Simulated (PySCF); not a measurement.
**How the numerical set-up moves the result for LiGe⁻ (triplet)**

Aim: see how much the energy and properties of LiGe⁻ (triplet) depend on the numerical set-up.

Method: method and basis as typed in the scripts; program: PySCF 2.14.0.

2 further runs of the same task are left out: 2 that didn't finish.

## (1) The system as given

LiGe⁻ (triplet): 2 atoms, charge -1, spin multiplicity 3.

No contacts short enough for the rule that draws bonds.

## (2) Base script

Contents of input.py:

```python
from pyscf import gto, scf, cc

mol = gto.M(
    atom='Li 0 0 0; Ge 0 0 2.927',
    basis='ano-rcc-vdzp',
    charge=-1,
    spin=2,
    verbose=4,
)
mf = scf.UHF(mol)
mf = mf.sfx2c1e()
mf.kernel()
mycc = cc.CCSD(mf, frozen=9)
mycc.kernel()
e = mycc.eaccsd(nroots=6)[0]
print('roots (eV) =', (e*27.211386).round(3))
mf.dip_moment()
print('orbital energies (hartree):', [e[max(0, n-3):n+3].round(4) for e, n in zip(mf.mo_energy, mol.nelec)])
```

Run with:

```sh
$ OMP_NUM_THREADS=1 python input.py
```

Its log is not repeated here.

Base result: E(SCF) = -2104.508293 Eh, 13 cycles, E(CCSD) − E(SCF) = -0.25450 Eh, ⟨S²⟩ = 2.036, attachment roots 4.900, 4.922, 4.922, 5.245, 5.515 eV.

The bond length is a typed value, not an optimised one. Positive EA roots mean that the added electron is unbound. The dipole of an ion depends on the origin. The triplet is typed in the script; nothing here shows that it is the ground state.

## (3) Def2-svpd (X2C off)

Run 1 changes basis set: ano-rcc-vdzp → def2-svpd; spin-free X2C: on → off.

Contents of input.py:

```python
from pyscf import gto, scf, cc

mol = gto.M(
    atom='Li 0 0 0; Ge 0 0 2.927',
    basis='def2-svpd',
    charge=-1,
    spin=2,
    verbose=4,
)
mf = scf.UHF(mol)
mf.kernel()
mycc = cc.CCSD(mf, frozen=9)
mycc.kernel()
e = mycc.eaccsd(nroots=6)[0]
print('roots (eV) =', (e*27.211386).round(3))
mf.dip_moment()
print('orbital energies (hartree):', [e[max(0, n-3):n+3].round(4) for e, n in zip(mf.mo_energy, mol.nelec)])
```

Run with:

```sh
$ OMP_NUM_THREADS=1 python input.py
```

## (4) Def2-svp (X2C off)

Run 2 changes basis set: ano-rcc-vdzp → def2-svp; spin-free X2C: on → off.

Edit input.py of step 2 so:

```diff
@@ -4,3 +4,3 @@
     atom='Li 0 0 0; Ge 0 0 2.927',
-    basis='ano-rcc-vdzp',
+    basis='def2-svp',
     charge=-1,
@@ -10,3 +10,2 @@
 mf = scf.UHF(mol)
-mf = mf.sfx2c1e()
 mf.kernel()
```

**Question.** What will these runs give? Wanted: for each run, E(SCF); from base; gap, α spin; after the SCF.

**Answer**, as computed:

```tsv
run	E(SCF) (hartree)	from base (eV)	cycles	gap, α spin (eV)	functions	after the SCF
base	-2104.508293	0	13	5.10	41	CCSD correlation -6.925 eV, core frozen, first root 4.90 eV
def2-svpd (X2C off)	-2082.507242	not comparable	15	4.26	50	CCSD correlation -6.477 eV, core frozen, first root 3.25 eV
def2-svp (X2C off)	-2082.500814	not comparable	14	4.67	41	CCSD correlation -6.274 eV, core frozen, first root 3.71 eV
```

In words: Total energies from different bases, Hamiltonians or methods carry different errors, so properties are taken as differences within one set-up.
